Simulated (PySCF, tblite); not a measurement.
**C5H10ClFSi: geometry, infrared bands and NMR shifts**

Aim: predict the infrared bands and NMR shifts of C5H10ClFSi (`C=CCC[SiH2][C@@H](F)Cl`).

The runs use tblite 0.8.0 and PySCF 2.14.0, with density-fitted response routines of our own; the level of theory stands in each step. All values are computed, except where a source is named. Atoms count from 0, in the outputs and in this text.

### Step 1. The starting structure

18 atoms, charge 0, multiplicity 1; geometry from: force field or distance geometry start.

Bonds of the start (Å): C0–C1 1.33, C1–C2 1.49, C2–C3 1.49, C3–Si4 1.86, Si4–C5 1.87, C5–F6 1.37, C5–Cl7 1.79, C0–H8 1.09, C0–H9 1.11, C1–H10 1.08, C2–H11 1.13, C2–H12 1.10, C3–H13 1.11, C3–H14 1.13, Si4–H15 1.46, Si4–H16 1.49, C5–H17 1.11.

### Step 2. Optimising the geometry with GFN2-xTB

What the job is given:

```
{"job": {"kind": "relax", "xc": "GFN2-xTB", "basis": "xTB"}, "charge": 0, "multiplicity": 1}
C     -2.419400    -1.079000    -0.347100
C     -2.058100     0.199000    -0.259000
C     -1.011600     0.697200    -1.198700
C      0.215000     1.220600    -0.532400
Si     1.117800    -0.022800     0.514400
C      2.488200    -0.897400    -0.401300
F      2.150400    -1.261500    -1.675800
Cl     3.864400     0.246200    -0.540600
H     -2.010600    -1.767200    -1.088300
H     -3.189100    -1.429800     0.364200
H     -2.467900     0.868600     0.486600
H     -1.507000     1.577000    -1.708400
H     -0.807300    -0.028800    -1.997900
H      0.877700     1.659700    -1.303000
H     -0.122100     2.044800     0.161700
H      0.261000    -0.990800     1.202000
H      1.782200     0.750400     1.604700
H      2.827800    -1.780000     0.177700
```

Started as:

```console
> OMP_NUM_THREADS=1 python probes_run.py task.json out
```

One launch serves the whole session: the jobs run in the order shown.

**Question.** This job is followed by: GFN2-xTB harmonic vibrations, gas phase; GIAO PBE0/pcSseg-1 NMR shielding, non-relativistic, gas phase. Predict these results of the whole session: strongest single infrared mode (GFN2-xTB); zero-point energy (GFN2-xTB); ¹³C shifts against TMS (PBE0/pcSseg-1); ¹H shifts against TMS (PBE0/pcSseg-1); ²⁹Si shifts against TMS (PBE0/pcSseg-1); ¹⁹F shifts against CFCl3 (PBE0/pcSseg-1); ³⁵Cl shifts against HCl (PBE0/pcSseg-1); surface potential, 1st and 99th percentile.

The runs gave:

| quantity | value |
| --- | --- |
| strongest single infrared mode (GFN2-xTB) | 2265 cm⁻¹, 301 km/mol |
| zero-point energy (GFN2-xTB) | 83.6 kcal/mol |
| ¹³C shifts against TMS (PBE0/pcSseg-1) | 146.9, 125.4, 108.6, 33.3, 10.0 ppm |
| ¹H shifts against TMS (PBE0/pcSseg-1) | 6.66, 5.95, 5.51, 5.40, 4.59, 3.93, 2.63, 2.43, 1.80, 0.77 ppm |
| ²⁹Si shifts against TMS (PBE0/pcSseg-1) | -42.3 ppm |
| ¹⁹F shifts against CFCl3 (PBE0/pcSseg-1) | -184.5 ppm |
| ³⁵Cl shifts against HCl (PBE0/pcSseg-1) | 210 ppm |
| surface potential, 1st and 99th percentile | -0.76 V and 1.26 V |

What this shows: Relaxing lowered the energy by 0.418 eV in 162 steps; the close pair that moved most is Si4–C5, from 1.866 to 1.938 Å. No mode is imaginary among the 48: a minimum at this level. The strongest single mode, at 2265 cm⁻¹, moves mainly H16. Unscaled tight-binding wavenumbers are off by several per cent, some by more. Its intensities can rank the bands wrongly. C1 (alkene CH) lies farthest downfield among carbon, at 146.9 ppm; the olefinic region. The most deshielded hydrogen is H17 (hydrogen on an sp3 CH bonded to Cl and F and Si), at 6.66 ppm: its carbon carries Cl and F, which withdraws density. At PBE0/pcSseg-1: Shielding is most anisotropic at Cl7 (span 592 ppm, paramagnetic term -407 ppm).
